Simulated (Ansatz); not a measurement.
# C3H5Al: basis-set convergence

How large a basis does C3H5Al need? Two functionals are run in growing sets.

The runs use Ansatz 0.2.0, Gaussian basis; one geometry, several basis sets.

Plan: PBE0-D4/def2-SVP; ωB97M-V/def2-SVP; PBE0-D4/def2-QZVPP; ωB97M-V/def2-QZVPP; the functionals' def2-TZVPP values are taken from earlier runs.

## 1. The relaxed structure

The geometry comes from an earlier relaxation with PBE0-D4 in a triple-zeta def2 set; it is a stationary point, not always the lowest conformer.

SMILES `[CH3][Al]1[CH]=[CH]1`, 9 atoms, charge 0, spin multiplicity 1.

Atoms are counted from 1 here; the program's logs count them from 0.

Bond lengths: C1–Al2 1.939 Å, C1–H5 1.092 Å, C1–H6 1.094 Å, C1–H7 1.092 Å, Al2–C3 1.855 Å, Al2–C4 1.855 Å, C3–C4 1.369 Å, C3–H8 1.089 Å, C4–H9 1.089 Å. Angles: Al2–C1–H5 111.3°, Al2–C1–H6 110.0°, Al2–C1–H7 111.4°, H5–C1–H6 107.7°, H5–C1–H7 108.6°, H6–C1–H7 107.7°, C1–Al2–C3 158.3°, C1–Al2–C4 158.4°, C3–Al2–C4 43.3°, Al2–C3–C4 68.3°, Al2–C3–H8 164.5°, C4–C3–H8 127.1°, Al2–C4–C3 68.3°, Al2–C4–H9 164.5°, C3–C4–H9 127.1°.

## 2. PBE0-D4 in def2-SVP

in.yaml

```yaml
crystal:
  periodic: [false, false, false]
  atoms:
    - {symbol: C, position_ang: [-0.608103, 1.421072, -1.105319]}
    - {symbol: Al, position_ang: [0.030724, -0.029569, 0.011079]}
    - {symbol: C, position_ang: [0.301144, -1.772517, 0.584518]}
    - {symbol: C, position_ang: [0.870338, -0.866046, 1.437645]}
    - {symbol: H, position_ang: [-0.669835, 1.118827, -2.152972]}
    - {symbol: H, position_ang: [-1.609751, 1.724997, -0.787988]}
    - {symbol: H, position_ang: [0.042406, 2.295302, -1.033407]}
    - {symbol: H, position_ang: [0.307780, -2.857758, 0.678347]}
    - {symbol: H, position_ang: [1.423898, -1.080409, 2.350996]}
basis:
  gaussian: {orbitals: def2-SVP}
hamiltonian: {xc: pbe0, dispersion: d4}
output: {orbitals: {seedname: orbitals}}
```

Command:

```bash
> ansatz run in.yaml --threads 2 --pin off --events-out ev --progress --plain --max-ram 4352MiB
```

After this run come: ωB97M-V in def2-SVP; PBE0-D4 in def2-QZVPP; ωB97M-V in def2-QZVPP.

Before running them: what should the planned runs give, taken together? Wanted: PBE0-D4: double and triple zeta above quadruple; ωB97M-V: double and triple zeta above quadruple.

The runs gave:

```
                                       quantity          value
PBE0-D4: double and triple zeta above quadruple  6.20, 0.38 eV
ωB97M-V: double and triple zeta above quadruple  6.36, 0.37 eV
```

What this shows: PBE0-D4 gains 5.82 eV from double to triple zeta, then 0.38 eV more. Total energies overstate the basis error of differences, where much of it tends to cancel. The LUMO of ωB97M-V is positive and keeps falling with the basis (1.59 to 0.69 eV): an unbound level that the basis holds in place.
